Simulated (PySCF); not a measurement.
**PBE0/def2-SVP run of CH5BClN (SMILES CNBCl)**

What is the energy change on altering one bond length of CH5BClN at PBE0/def2-SVP? Input form: a Python script.

Program for the calculation: PySCF 2.14.0.

3 further runs of the same task are left out: 3 set aside as unsound or not needed.

**1. The molecule**

CH5BClN has 9 atoms, charge 0, and is taken as a singlet. SMILES: `CNBCl`. The coordinates come from a PBE0-D4/def2-TZVP relaxation. This is one conformer, not always the lowest.

Bond lengths: C1–N2 1.445 Å, N2–B3 1.381 Å, B3–Cl4 1.771 Å, C1–H5 1.094 Å, C1–H6 1.094 Å, C1–H7 1.090 Å, N2–H8 1.009 Å, B3–H9 1.192 Å. Some angles: C1–N2–B3 126.0°, N2–B3–Cl4 119.6°, C1–N2–H8 115.0°, B3–N2–H8 119.0°, N2–C1–H5 111.4°, N2–C1–H6 111.4°, N2–C1–H7 109.2°, N2–B3–H9 121.5°, Cl4–B3–H9 118.9°, H5–C1–H6 108.3°.

**2. A single-point energy at PBE0/def2-SVP**

The input, job.py:

```python
# CNBCl
from pyscf import gto, dft

system = gto.M(
    atom='''
C        0.510100       0.482100      -0.973400
N       -0.407900      -0.226000      -0.111700
B       -0.261100      -0.415200       1.248200
Cl      -1.495300      -1.314500       2.144800
H        0.907000      -0.170400      -1.756500
H        0.027900       1.338900      -1.452800
H        1.346700       0.849900      -0.380000
H       -1.220500      -0.605500      -0.573900
H        0.681600       0.014200       1.838200
''',
    spin=0,
    basis='def2-svp',
    charge=0,
    max_memory=1860,
    verbose=3,
)

mf = dft.RKS(system)
mf.xc = 'pbe0'
mf.conv_tol = 1e-10
mf.grids.level = 5
mf.kernel()
if not mf.converged:
    mf = mf.newton().run(mf.mo_coeff, mf.mo_occ)

energy = mf.e_tot
print('E = %.10f Eh' % energy)
```

The run is started by

```console
$ OMP_NUM_THREADS=1 python job.py
```

Log:

```text
converged SCF energy = -580.46557322984
E = -580.4655732298 Eh
```

Wall time 18 s (1 thread of Intel Xeon Platinum 8488C (Sapphire Rapids), shared host); peak memory 0.43 GiB.

**3. The distorted shape**

The input, job.py:

```python
from pyscf import gto, dft

mol = gto.M(
    atom='''
C      0.922347     0.964654    -2.224846
N     -0.812422    -0.373461    -0.596469
B     -0.493407    -0.784614     2.358756
Cl    -2.825707    -2.484045     4.053085
H      1.672379    -0.268392    -3.704691
H      0.011121     2.583772    -3.130781
H      2.503292     1.659695    -1.103483
H     -2.348013    -1.090612    -1.469901
H      1.288037     0.026834     3.473695
''',
    unit='bohr',
    basis='def2-svp',
    max_memory=1860,
    verbose=3,
)

ks = dft.RKS(mol)
ks.xc = 'pbe0'
ks.grids.level = 5
ks.conv_tol = 1e-10
ks.kernel()
if not ks.converged:
    ks = ks.newton().run(ks.mo_coeff, ks.mo_occ)

energy = ks.e_tot
print('E = %.10f Eh' % energy)
```

The run is started by

```console
$ OMP_NUM_THREADS=1 python job.py
```

Log:

```text
converged SCF energy = -580.441892693936
E = -580.4418926939 Eh
```

Wall time 18 s (1 thread of Intel Xeon Platinum 8488C (Sapphire Rapids), shared host); peak memory 0.43 GiB.

**4. What came out**

At PBE0/def2-SVP:

```
                                                         quantity          value
                                        first shape: total energy  -580.46557 Eh
                                       first shape: dipole moment         2.91 D
                                         first shape: HOMO energy       -7.68 eV
                                         first shape: LUMO energy        0.60 eV
                                       first shape: HOMO–LUMO gap        8.28 eV
                                    distorted shape: total energy  -580.44189 Eh
                                   distorted shape: dipole moment         2.10 D
                                     distorted shape: HOMO energy       -7.09 eV
                                     distorted shape: LUMO energy       -0.22 eV
                                   distorted shape: HOMO–LUMO gap        6.87 eV
energy change with the N2–B3 bond stretched from 1.381 to 1.588 Å       0.644 eV
```

What this shows: With the N2–B3 bond stretched from 1.381 to 1.588 Å the energy rises by 0.64 eV (14.9 kcal/mol). The first shape isn't relaxed at this level, so the change isn't measured from a minimum. Mulliken charges (first shape) run from -0.16 on N2 to +0.14 on H8; they depend strongly on the basis. Mulliken charges (distorted shape) run from -0.32 on N2 to +0.14 on H8.
